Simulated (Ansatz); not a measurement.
This was printed by a script on the Python package of Ansatz (0.2.0), for a ladder of methods at one geometry of C2H7OSi, SMILES [CH2][SiH](C)O. What did the script look like? Settings (for the species named): MP2, def2-SVP basis, multiplicity 2. The script varies method: mp2, ccsd, ccsd_t.

```xyz
11

C    -1.1995    1.0683    0.3836
Si   -0.1571    0.0270   -0.5811
C     1.3671   -0.3533    0.3415
O    -0.9035   -1.3361   -1.0114
H    -0.9498    1.4441    1.3370
H    -2.1669    1.4741   -0.0830
H     0.2350    0.7384   -1.8230
H     1.9847    0.5764    0.6009
H     1.1831   -0.8653    1.3307
H     2.0686   -0.9877   -0.2136
H    -1.3964   -1.8429   -0.2609
```

```console
$ python methods_c2h7osi.py
Hartree-Fock reference -443.394345 Ha
mp2      total -443.941306 Ha  correlation  -14.8836 eV  (89.2 % of the last)
ccsd     total -443.992964 Ha  correlation  -16.2892 eV  (97.7 % of the last)
ccsd_t   total -444.007309 Ha  correlation  -16.6796 eV  (100.0 % of the last)
```

The script that was run (others could print the same):

`methods_c2h7osi.py`:
```python
"""C2H7OSi at several levels of theory."""

import ansatz


def main() -> None:
    system = (
        ansatz.Crystal.molecule()
        .atom("C", [-1.1995, 1.0683, 0.3836])
        .atom("Si", [-0.1571, 0.027, -0.5811])
        .atom("C", [1.3671, -0.3533, 0.3415])
        .atom("O", [-0.9035, -1.3361, -1.0114])
        .atom("H", [-0.9498, 1.4441, 1.337])
        .atom("H", [-2.1669, 1.4741, -0.083])
        .atom("H", [0.235, 0.7384, -1.823])
        .atom("H", [1.9847, 0.5764, 0.6009])
        .atom("H", [1.1831, -0.8653, 1.3307])
        .atom("H", [2.0686, -0.9877, -0.2136])
        .atom("H", [-1.3964, -1.8429, -0.2609])
    )

    base = system.calculation()
    base = base.basis(gaussian="def2-SVP")
    base = base.spin("collinear", total=1)

    methods = ["mp2", "ccsd", "ccsd_t"]
    reports = [base.correlation(m).run(threads=1, backend="cpu").report for m in methods]
    print(f"Hartree-Fock reference {reports[0]['reference_energy_ev'] / 27.211386246:.6f} Ha")
    best = reports[-1]["free_energy_ev"] - reports[-1]["reference_energy_ev"]
    for method, each in zip(methods, reports):
        gained = each["free_energy_ev"] - each["reference_energy_ev"]
        print(f"{method:8s} total {each['free_energy_ev'] / 27.211386246:.6f} Ha  correlation {gained:9.4f} eV  ({100 * gained / best:.1f} % of the last)")


if __name__ == "__main__":
    main()
```

Total energies depend on the basis set; only differences at equal settings carry meaning. The geometry is a force-field or estimated start, not a minimum of this method, and the basis set is short of its limit. A lower total doesn't mark the better method: functionals have no common bound, and MP2 and coupled cluster aren't variational. The species is open-shell (spin multiplicity 2). Inner cores stay frozen, so this is valence correlation. Hardware and time: 63 s on 1 thread of Arm Neoverse V1, on a shared host, peak memory 0.79 GiB.
